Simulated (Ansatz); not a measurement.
# Alloy of GaN and AlN (6 of 32 Ga sites exchanged), 64 atoms, part 2 of 2

Ansatz 0.2.0, PAW. The steps go on from the part before.

**3. Single point with HSE06**

Input file in.yaml:

```yaml
crystal:
  lattice:
    - [8.950308, 0.000000, 0.000000]
    - [0.000000, 8.950308, 0.000000]
    - [0.000000, 0.000000, 8.950308]
  atoms:
    - { symbol: Ga, position: [0.999827, 0.999007, 0.998321] }
    - { symbol: Ga, position: [0.998866, 0.500908, 0.997542] }
    - { symbol: Ga, position: [0.999274, 0.500629, 0.501439] }
    - { symbol: Ga, position: [0.499949, 0.999752, 0.997630] }
    - { symbol: Ga, position: [0.500055, 0.999836, 0.501440] }
    - { symbol: Ga, position: [0.500686, 0.500278, 0.502062] }
    - { symbol: Ga, position: [0.251210, 0.250509, 0.998630] }
    - { symbol: Ga, position: [0.249899, 0.249601, 0.500908] }
    - { symbol: Ga, position: [0.250653, 0.749294, 0.997611] }
    - { symbol: Ga, position: [0.249245, 0.750698, 0.501295] }
    - { symbol: Ga, position: [0.748251, 0.251546, 0.997595] }
    - { symbol: Ga, position: [0.749939, 0.249995, 0.501276] }
    - { symbol: Ga, position: [0.748919, 0.748411, 0.996984] }
    - { symbol: Ga, position: [0.750345, 0.749933, 0.502338] }
    - { symbol: Ga, position: [0.249342, 0.999721, 0.250275] }
    - { symbol: Ga, position: [0.249695, 0.999186, 0.749071] }
    - { symbol: Ga, position: [0.250598, 0.499984, 0.248911] }
    - { symbol: Ga, position: [0.251333, 0.500964, 0.750144] }
    - { symbol: Ga, position: [0.750276, 0.999963, 0.250108] }
    - { symbol: Ga, position: [0.749761, 0.999090, 0.748850] }
    - { symbol: Ga, position: [0.749003, 0.500368, 0.248832] }
    - { symbol: Ga, position: [0.999519, 0.249453, 0.250183] }
    - { symbol: Ga, position: [0.999257, 0.250033, 0.748678] }
    - { symbol: Ga, position: [0.999816, 0.750453, 0.250087] }
    - { symbol: Ga, position: [0.499799, 0.250788, 0.248951] }
    - { symbol: Ga, position: [0.500151, 0.749068, 0.248839] }
    - { symbol: Al, position: [0.999408, 0.999024, 0.500471] }
    - { symbol: Al, position: [0.500444, 0.499604, 0.996861] }
    - { symbol: Al, position: [0.748062, 0.500288, 0.750144] }
    - { symbol: Al, position: [0.998523, 0.749474, 0.748961] }
    - { symbol: Al, position: [0.500364, 0.251025, 0.750153] }
    - { symbol: Al, position: [0.500225, 0.748384, 0.749907] }
    - { symbol: N, position: [0.125240, 0.124934, 0.123571] }
    - { symbol: N, position: [0.121710, 0.121839, 0.621804] }
    - { symbol: N, position: [0.124632, 0.625228, 0.123911] }
    - { symbol: N, position: [0.122686, 0.627548, 0.628318] }
    - { symbol: N, position: [0.625010, 0.124827, 0.123942] }
    - { symbol: N, position: [0.622211, 0.127952, 0.628220] }
    - { symbol: N, position: [0.621764, 0.621520, 0.120509] }
    - { symbol: N, position: [0.625312, 0.625554, 0.630847] }
    - { symbol: N, position: [0.378312, 0.378472, 0.120878] }
    - { symbol: N, position: [0.377322, 0.372208, 0.627787] }
    - { symbol: N, position: [0.374420, 0.875180, 0.124081] }
    - { symbol: N, position: [0.378313, 0.871440, 0.628195] }
    - { symbol: N, position: [0.874600, 0.374971, 0.123942] }
    - { symbol: N, position: [0.871285, 0.378471, 0.628201] }
    - { symbol: N, position: [0.873755, 0.873895, 0.123422] }
    - { symbol: N, position: [0.880671, 0.875411, 0.625142] }
    - { symbol: N, position: [0.375204, 0.124963, 0.374793] }
    - { symbol: N, position: [0.377427, 0.127688, 0.870869] }
    - { symbol: N, position: [0.374682, 0.624944, 0.375931] }
    - { symbol: N, position: [0.381114, 0.625170, 0.874583] }
    - { symbol: N, position: [0.877312, 0.122187, 0.378669] }
    - { symbol: N, position: [0.874081, 0.124986, 0.874353] }
    - { symbol: N, position: [0.874066, 0.624974, 0.374765] }
    - { symbol: N, position: [0.874201, 0.624661, 0.867668] }
    - { symbol: N, position: [0.124942, 0.375464, 0.375384] }
    - { symbol: N, position: [0.125065, 0.374985, 0.873787] }
    - { symbol: N, position: [0.122176, 0.877743, 0.377967] }
    - { symbol: N, position: [0.121934, 0.871208, 0.871027] }
    - { symbol: N, position: [0.625005, 0.375080, 0.375182] }
    - { symbol: N, position: [0.621829, 0.378246, 0.870957] }
    - { symbol: N, position: [0.625034, 0.874298, 0.375421] }
    - { symbol: N, position: [0.621935, 0.871918, 0.870696] }
kpoints:
  mp_grid: { grid: [1, 1, 1] }
hamiltonian:
  xc: hse06
scf:
  occupations: { method: fermi_dirac, width: 0.01 }
output:
  forces: true
  eigenvalues: true
  populations: true
  eigenstates: { kpoints: [[0, 0, 0]], e_range: [-6.0, 6.0], localisation: true }
  write_density: true
  write_potential: true
  elf: true
  volumetric_format: npy
```

Command:

```sh
$ ansatz run in.yaml --threads 2 --pin off --max-ram 30400MiB --runs-dir r --events-out ev --progress --plain --backend cuda --devices 0, --max-vram 18GiB
```

What it wrote:

```text
Pseudopotentials: kind: paw
Functional definition: HSE06
  parameter a = 0.25
  parameter omega = 0.11/bohr
  exchange = pbe_x - a*pbe_x_sr(omega) + a*exact_x_sr(omega)
  correlation = pbe_c
Crystal: 64 atoms, lattice volume = 716.991 Å³
Basis set: ecut = 420 eV, 13949 PW (Γ), exchange–correlation on 120×120×120 points (8 copies of the dense FFT grid, shifted against one another)
Bands: 322, of which v1, the nominal top of the filled ones, is band 258 counted from 1 (257 counted from 0)
Symmetry: 1 space group operations
Space group: P1 (ITA 1), of the structure as read, at distance tolerance 9.0e-5 Å
k-points: 1
Non-local potential: Ga, projectors of the file, l = 0: 2, l = 1: 2, l = 2: 3, l = 3: 1
Non-local potential: Al, projectors of the file, l = 0: 2, l = 1: 2, l = 2: 1
Non-local potential: N, projectors of the file, l = 0: 2, l = 1: 2, l = 2: 1
PAW form: soft (Blöchl's): semilocal exchange-correlation on the pseudo side does not see the compensation charge
PAW frozen core: Ga, regenerated for the run's functional, and the local potential with it (the file was generated under x = pbe(κ = 0.804, μ = 0.2195149727645171), c = pbe(β = 0.06672455060314922))
PAW frozen core: Al, regenerated for the run's functional, and the local potential with it (the file was generated under x = pbe(κ = 0.804, μ = 0.2195149727645171), c = pbe(β = 0.06672455060314922))
PAW frozen core: N, regenerated for the run's functional, and the local potential with it (the file was generated under x = pbe(κ = 0.804, μ = 0.2195149727645171), c = pbe(β = 0.06672455060314922))
PAW one-centre angular grid: Ga, 590 points (default); XC on 64 Gauss nodes
PAW one-centre angular grid: Al, 110 points (default); XC on 64 Gauss nodes
PAW one-centre angular grid: N, 110 points (default); XC on 64 Gauss nodes
Initial density: superposition of atomic densities (neutral atoms: chi_scale 0, normalization atom), corrected by the library's trained network
Initial wavefunctions: pseudopotential atomic-orbital guess
Functional: x = pbe(κ = 0.804, μ = 0.2195149727645171), c = pbe(β = 0.06672455060314922), warm-up for x = pbe(κ = 0.804, μ = 0.2195149727645171) + 0.25 (exact − pbe) at short range (hse, ω = 0.20786987370883472 Å⁻¹), c = pbe(β = 0.06672455060314922); HSE06 as pw.x's `hse` composes it (authors' and Libxc's form: `xc: wpbeh`)
SCF iter   1: F=—  HF=-113908.616880 eV  |F-HF|=—  |Δ(HF+E_count)|=         —  Δρ=3.07e-3  dr2=7.40e-2  ethr=1.77e-3  ⟨swp⟩=20.0  Hψ=1558  notcnv=1
preconditioner: auto → none  [insulator: Δε(μ)=2.143 eV  Ē_g=16.343 eV  σ=0.010 eV  W_gap=1.00  n_scr=202 (ndim 8)  ℏωp=31.5 eV  f_vac=0.000  D(μ)=0.00/eV (n_scr^D=0)]
iter 2 solved again at ethr=8.09e-7 eV; its pass at ethr=1.43e-5 eV (dr2=4.18e-3 eV) is discarded
SCF iter   2: F=—  HF=-113908.619651 eV  |F-HF|=—  |Δ(HF+E_count)|=   2.77e-3  Δρ=9.54e-4  dr2=4.17e-3  ethr=8.09e-7  ⟨swp⟩=7.0  Hψ=1751  notcnv=0  defer=11
SCF iter   3: F=—  HF=-113908.620634 eV  |F-HF|=—  |Δ(HF+E_count)|=   9.83e-4  Δρ=4.06e-4  dr2=7.17e-4  ethr=8.08e-7  ⟨swp⟩=6.0  Hψ=694  notcnv=0  defer=6
SCF iter   4: F=-113908.621089 eV  HF=-113908.621120 eV  |F-HF|=3.15e-5  |Δ(HF+E_count)|=   4.86e-4  Δρ=7.27e-5  dr2=4.43e-5  ethr=1.39e-7  ⟨swp⟩=7.0  Hψ=859  notcnv=0  defer=5
SCF 1 stopped early in 4 iterations: F = -113908.621089 eV  dr2 = 4.43e-5
Initial density: handed on by an earlier stage of this run
Initial wavefunctions: those handed on with the density
Functional: x = pbe(κ = 0.804, μ = 0.2195149727645171) + 0.25 (exact − pbe) at short range (hse, ω = 0.20786987370883472 Å⁻¹), c = pbe(β = 0.06672455060314922); HSE06 as pw.x's `hse` composes it (authors' and Libxc's form: `xc: wpbeh`)
Exchange kernel: α = 0.2500, screened, ω = 0.2079 Å⁻¹, Wigner–Seitz truncation, v(0) = 846.7731 eV·Å³, q-mesh 1×1×1, nearest image of the exchange supercell L = 8.95 Å, pair-density grid 45×45×45, without the augmentation charges, whose exchange is taken in its separable form (sized by the pseudopotential files, 60×60×60 at the most), smooth part of the exact exchange by density-matrix convolution [...]
Frozen-core exchange: fock
SCF iter   1: F=—  HF=-113924.722857 eV  |F-HF|=—  |Δ(HF+E_count)|=         —  Δρ=1.62e-2  dr2=7.58e-1  ethr=8.58e-8  ⟨swp⟩=17.0  Hψ=2026  notcnv=0
preconditioner: auto → none  [insulator: Δε(μ)=3.414 eV  Ē_g=19.366 eV  σ=0.010 eV  W_gap=1.00  n_scr=202 (ndim 8)  ℏωp=31.5 eV  f_vac=0.000  D(μ)=0.00/eV (n_scr^D=0)]
SCF iter   2: F=—  HF=-113924.346362 eV  |F-HF|=—  |Δ(HF+E_count)|=   3.76e-1  Δρ=3.98e-3  dr2=8.06e-2  ethr=8.58e-8  ⟨swp⟩=5.0  Hψ=1574  notcnv=0
SCF iter   3: F=—  HF=-113924.553576 eV  |F-HF|=—  |Δ(HF+E_count)|=   2.07e-1  Δρ=3.95e-3  dr2=4.20e-2  ethr=8.58e-8  ⟨swp⟩=6.0  Hψ=1510  notcnv=0
SCF iter   4: F=—  HF=-113924.545747 eV  |F-HF|=—  |Δ(HF+E_count)|=   7.83e-3  Δρ=1.33e-3  dr2=6.55e-3  ethr=8.58e-8  ⟨swp⟩=4.0  Hψ=1224  notcnv=0
SCF iter   5: F=—  HF=-113924.545615 eV  |F-HF|=—  |Δ(HF+E_count)|=   1.32e-4  Δρ=3.51e-4  dr2=1.09e-3  ethr=8.58e-8  ⟨swp⟩=4.0  Hψ=1047  notcnv=0
SCF iter   6: F=—  HF=-113924.549123 eV  |F-HF|=—  |Δ(HF+E_count)|=   3.51e-3  Δρ=2.55e-4  dr2=1.94e-4  ethr=8.58e-8  ⟨swp⟩=6.0  Hψ=1216  notcnv=0
SCF iter   7: F=-113924.548978 eV  HF=-113924.548983 eV  |F-HF|=4.80e-6  |Δ(HF+E_count)|=   1.40e-4  Δρ=3.43e-5  dr2=1.33e-5  ethr=3.64e-8  ⟨swp⟩=4.0  Hψ=842  notcnv=0
SCF 2 stopped early in 7 iterations: F = -113924.548978 eV  dr2 = 1.33e-5
  Residual-converged pass: ⟨swp⟩=4.0  Hψ=841  notcnv=0  max |occ|·‖R‖ = 5.3e-6 eV (tolerance 6.7e-6 eV)  dr2=1.42e-5  dr2_onsite=1.13e-6  max |Δocc| = 0.0e0
hybrid outer 1: dexx = +2.403e-1 eV, tail = 4.93e-4 eV
SCF iter   1: F=—  HF=-113924.543099 eV  |F-HF|=—  |Δ(HF+E_count)|=         —  Δρ=1.01e-4  dr2=8.22e-5  ethr=4.77e-7  ⟨swp⟩=14.0  Hψ=856  notcnv=0
preconditioner: auto → none  [insulator: Δε(μ)=3.444 eV  Ē_g=19.207 eV  σ=0.010 eV  W_gap=1.00  n_scr=202 (ndim 8)  ℏωp=31.5 eV  f_vac=0.000  D(μ)=0.00/eV (n_scr^D=0)]
SCF iter   2: F=—  HF=-113924.543084 eV  |F-HF|=—  |Δ(HF+E_count)|=   1.47e-5  Δρ=2.15e-5  dr2=3.96e-6  ethr=1.54e-8  ⟨swp⟩=4.0  Hψ=838  notcnv=0
SCF iter   3: F=—  HF=-113924.543099 eV  |F-HF|=—  |Δ(HF+E_count)|=   1.48e-5  Δρ=2.07e-5  dr2=2.75e-6  ethr=4.15e-10  ⟨swp⟩=7.0  Hψ=1065  notcnv=0  defer=5
SCF iter   4: F=—  HF=-113924.543098 eV  |F-HF|=—  |Δ(HF+E_count)|=   6.62e-7  Δρ=4.47e-6  dr2=1.39e-7  ethr=4.15e-10  ⟨swp⟩=5.0  Hψ=713  notcnv=0  defer=4
SCF iter   5: F=-113924.543098 eV  HF=-113924.543098 eV  |F-HF|=6.50e-8  |Δ(HF+E_count)|=   2.03e-7  Δρ=2.67e-6  dr2=6.23e-8  ethr=2.23e-11  ⟨swp⟩=8.0  Hψ=939  notcnv=0  defer=8
SCF 3 converged in 5 iterations: F = -113924.543098 eV  dr2 = 6.23e-8
  Residual-converged pass: ⟨swp⟩=3.0  Hψ=740  notcnv=0  max |occ|·‖R‖ = 1.6e-6 eV (tolerance 2.5e-6 eV)  dr2=6.27e-8  dr2_onsite=2.03e-8  max |Δocc| = 0.0e0
hybrid outer 2: dexx = +1.396e-5 eV, tail = 3.68e-7 eV, Δε = 3.34e-3 eV (about 1.03e-4 eV left of the loop's levels), ΔF = 6.34e-3 eV/Å (tail 6.98e-4)
NSCF: frozen V_eff on 1 k-points
hybrid SCF converged: 2 outer / 12 inner (+4 warm-up), last move |dexx| = 1.40e-5 eV, tail = 3.68e-7 eV
Stability not checked: this state was not tested for a lower state beside it, because the functional holds exact exchange (a hybrid, or Hartree-Fock), whose exchange loop this test does not read (fock_operator; see scf.lower_state_search)
Free energy (F): -113924.543095 eV
Harris-Foulkes:  -113924.543095 eV  (|F-HF|=6.50e-8)
Internal energy: -113924.543095 eV  (E = F + TS)
E sigma→0 (E₀):  -113924.543095 eV
Fermi energy:    10.159847 eV
--- Per-component energies (eV) ---
  E_band       = -1234.565741
  E_kinetic    = 7383.118507
  E_local      = -56452.476414  (includes V_loc(G=0)·N_el)
  E_nonlocal   = 12670.080011
  E_hartree    = 26064.173796
  E_xc         = -3188.419832
  E_vxc        = -3307.736106  (∫ρ·V_xc dr)
  E_exx        = -1720.400283  (= α·E_x^exact, valence–valence)
  E_paw        = -57813.143427  (= ΣΔE_a)
  E_vpaw       = -10215.057409  (= ΣTr[D̂ρ^β])
  E_aug_tail   = 0.001579  (compensation charges beyond the density's cutoff)
  E_ewald      = -40869.417677
  E_core_change = 1.940616  (= ΣΔE_core)
  E_smearing   = -0.000000  (= −TS)
  E_closure    = 0.000029  (closes the sum)
  Σ components = -113924.543095   (vs F -113924.543095, Δ=0.00e0)
--- Forces (eV/Å), atoms counted from 1 ---
  atom   1  Ga    -0.02047395    -0.00319639    -0.01184310
  atom   2  Ga     0.01160512    -0.02409788    -0.00799617
  atom   3  Ga    -0.01748785     0.01816421     0.00450445
  atom   4  Ga    -0.00022073    -0.01021243    -0.00860202
  atom   5  Ga    -0.00718745     0.00495725     0.00182090
  atom   6  Ga     0.00347839    -0.01061342     0.01001645
  atom   7  Ga     0.00102274     0.02340156    -0.01931326
  atom   8  Ga     0.00612797    -0.02074828    -0.00733861
  atom   9  Ga    -0.00544740    -0.01045321     0.00409105
  atom  10  Ga     0.00717884    -0.00732715     0.01940692
  atom  11  Ga     0.00515454    -0.01991811     0.00202687
  atom  12  Ga    -0.02195954     0.02046237     0.01762532
  atom  13  Ga    -0.03046724    -0.01042736    -0.02790212
  atom  14  Ga     0.02338197     0.00089193    -0.01049425
  atom  15  Ga     0.00151224     0.01121921    -0.00156794
  atom  16  Ga    -0.00165287    -0.01216135    -0.02730282
  atom  17  Ga    -0.00444398     0.00866184    -0.00205445
  atom  18  Ga     0.01285592    -0.01202406     0.01897520
  atom  19  Ga    -0.00028068    -0.01385780     0.00286691
  atom  20  Ga    -0.01232329     0.00996510     0.01279799
  atom  21  Ga    -0.00897234    -0.02215889    -0.00250783
  atom  22  Ga     0.00901481    -0.00137441    -0.00650697
  atom  23  Ga    -0.01660976    -0.00886347     0.00810441
  atom  24  Ga    -0.01542931    -0.00202949     0.00660163
  atom  25  Ga     0.00886652    -0.00664857     0.00076430
  atom  26  Ga    -0.02242151    -0.00697598    -0.00259010
  atom  27  Al     0.04083443     0.02652228     0.02722755
  atom  28  Al    -0.00035953     0.05570909     0.02336765
  atom  29  Al     0.03156536     0.04694548    -0.00583498
  atom  30  Al     0.06066013     0.02269573    -0.00801911
  atom  31  Al     0.01082847     0.02770847    -0.00858571
  atom  32  Al     0.04021202     0.03518590     0.03587957
  atom  33  N      0.00551074    -0.00185881     0.01181557
  atom  34  N     -0.03602139    -0.02585947    -0.03196791
  atom  35  N      0.00393499     0.00921613     0.00510147
  atom  36  N     -0.07249424     0.03858172     0.02626664
  atom  37  N      0.00247601     0.01142838     0.00440862
  atom  38  N     -0.05242114     0.03559874     0.03649470
  atom  39  N     -0.01009215    -0.04049525    -0.03004115
  atom  40  N     -0.04137684    -0.03985953     0.05789147
  atom  41  N      0.03938761     0.02181821    -0.06842956
  atom  42  N      0.03185060    -0.05994937     0.03862856
  atom  43  N     -0.00053966     0.00792710     0.00122689
  atom  44  N      0.03633791    -0.07345606     0.03332973
  atom  45  N     -0.00188777     0.01166065     0.00320081
  atom  46  N     -0.06507738     0.02790094     0.03179674
  atom  47  N      0.01498231     0.00678356     0.01023545
  atom  48  N      0.05207800    -0.04166194    -0.03841305
  atom  49  N      0.00236068     0.00421921    -0.00060911
  atom  50  N      0.04036794     0.04573596    -0.04320547
  atom  51  N      0.00447189     0.01074609    -0.00141508
  atom  52  N      0.06024474    -0.03517245    -0.04537356
  atom  53  N      0.04137337    -0.07191982     0.03003805
  atom  54  N      0.00717036     0.00293217     0.00212798
  atom  55  N      0.01018193     0.00820694     0.00526657
  atom  56  N      0.00094752     0.00453537    -0.06619457
  atom  57  N      0.00613037     0.00549667     0.00106439
  atom  58  N      0.00533437     0.00839259     0.01194275
  atom  59  N     -0.07102064     0.03973087     0.02903808
  atom  60  N     -0.04065995    -0.02942145    -0.00346925
  atom  61  N      0.01084269     0.00801860     0.00108331
  atom  62  N     -0.05178239     0.02004589    -0.03059032
  atom  63  N      0.00712067     0.01165282     0.00448443
  atom  64  N     -0.02834437    -0.03037049    -0.02327312
  max |Σ_I F_I| component: 7.78e-5 eV/Å
--- Band table (eV) ---
  k-point 0: bands = [... 246 lower levels ..., "7.4805", "7.4836", "7.5145", "7.5299", "7.5437", "7.5515", "7.5570", "7.5630", "7.5737", "8.4201", "8.4238", "8.4352", "11.8802", "12.8895", "12.9025", "12.9065", "14.5064", "14.5457", "14.5712", "14.6036", "14.6175", "14.6332", "14.7839", "14.9158", ... 52 higher levels ...]
--- Löwdin populations: 64 sites ---
  site symbol       q [e]
     0     Ga     12.1816
     1     Ga     12.1850
[... 62 atoms left out ...]
  spilling = 0.002703 (of n_electrons = 516.000000)
```

Wall time 85 s (1 × NVIDIA H100 80GB HBM3 with 2 threads of AMD EPYC 7R13, shared host); peak host memory 2.3 GiB.

Spacing of the frontier levels at the Γ point alone: 3.45 eV (8.435 to 11.880 eV).

Frontier states and how far they spread:

```csv
level (eV),spin,filling,atoms sharing it,main element,its share,largest atom
-0.02,both,2.00,40.7,N,0.86,–
-0.01,both,2.00,40.0,N,0.86,–
0.00,both,2.00,40.1,N,0.86,–
3.45,both,0.00,63.5,N,0.50,–
```

Forces by HSE06 reach 0.09 eV/Å at most on these atoms (on N44).

Density in a lattice plane of the grid's cell (edges 8.95 and 8.95 Å, at 0.249 of the third edge), which holds Ga and Al.

Ten even steps from ' ' (-0.01 e/Å³) to '@' (42.90 e/Å³):
```
            ..                      ..          
                                                
                                                
..                                              
@@::                                          ::
..                                              
                                                
                                                
            ..                      ..          
          ::@@::                  ::@@::        
            ..                      ..          
                                                
                                                
..                      ..                      
@@::                  ::@@::                  ::
..                      ..                      
                                                
                                                
            ..                      ..          
          ::@@--                  --@@::        
```
Columns run along the first of these edges and rows up along the second, over one cell in 24 and 20 even steps from the bottom left corner. Atoms in the plane (fractional): Ga at (0.25, 1.00), Ga at (0.25, 0.50), Ga at (0.75, 1.00), Ga at (0.75, 0.50), Ga at (1.00, 0.25), Ga at (1.00, 0.75), Ga at (0.50, 0.25), Al at (0.50, 0.75).

ELF in the same plane.

Ten even steps from ' ' (-0.01) to '@' (0.65):
```
  ..::----..  ..--==--..  ..::----..  ..--==::..
..::++##++--::--++%%##==..--**##==--::--++##**--
----++##**--..--##@@@@**::++%%%%**--::--**##++--
..::--==--..  ..--**##::  ..++++--..  ..--==--..
--  ::::..      ..::..      ..::..      ..::::  
....----::..  ..--++**..  ..##**--..  ..::----..
----++##++::..--**@@@@++::**@@@@**--..--++**==--
..--**##++--::--++%%##--..==##%%++--::--++**++::
  ..------..  ..------..  ..--==--..  ..----::..
    ..::::  --  ::::..      ..::::  --  ::::..  
  ..::----......--==--..  ..::----::..::--==--..
..::++##++--::--++##**--..::++##++--::--++##**--
----++##++--..--**##++------++##**--..::++##++--
....----::..  ..--==--::..::----::..  ..::----..
--  ::::..      ..::::  --  ::::..      ..::::  
....--==--..  ..::----......--==::..  ..::----..
----++##**--..::++**++------++##**--..--++##++--
..--**##++--::--++##++--..--**##++--::--++##++--
  ..--==--::....----::..  ..--==--....::----::..
    ..::::  --  ::::..      ..::::  --  ::::..  
```
Columns run along the first of these edges and rows up along the second, over one cell in 24 and 20 even steps from the bottom left corner. Atoms in the plane (fractional): Ga at (0.25, 1.00), Ga at (0.25, 0.50), Ga at (0.75, 1.00), Ga at (0.75, 0.50), Ga at (1.00, 0.25), Ga at (1.00, 0.75), Ga at (0.50, 0.25), Al at (0.50, 0.75).

Both are smooth fields of the valence electrons: close to the nuclei they are not physical.

Maxima of ELF outside the ion cores: 0.91 on the N–Al line, 0.9 Å from N; 0.85 on the N–Ga line, 0.7 Å from N; 0.85 in the shell around N, 0.6 Å from N.

**4. Summary of results**

The summary covers parts 1 to 2. Changes of volume or cell count from the first structure of part 1.

```
             level        time   k points  top filled to lowest empty (eV)
PBEsol, relaxation  34 s (GPU)  (¼, ¼, ¼)                             3.31
             HSE06  85 s (GPU)          Γ                             3.45
```

| quantity | value |
| --- | --- |
| relaxation | 5 recorded steps, 1.33 eV gained |
| largest shift | 0.10 Å (Ga14 and others alike) |
| relaxed cell | a = 8.950 Å, b = 8.950 Å, c = 8.950 Å, α = 90.00°, β = 90.00°, γ = 90.00° |
| mean bonds | Al–N 1.898, Ga–N 1.947 Å |

**In words.** Relaxation gains 1.33 eV, with shifts up to 0.10 Å (Ga14 and others alike), while the volume changes by -0.0 %. The mean lengths of the listed bonds run from Al–N 1.90 Å to Ga–N 1.95 Å. The relaxation ran on other k points, so part of any difference from the later rows can come from the mesh. With one k point the spacing samples only the states that fold onto it, so it can exceed the gap over the zone.
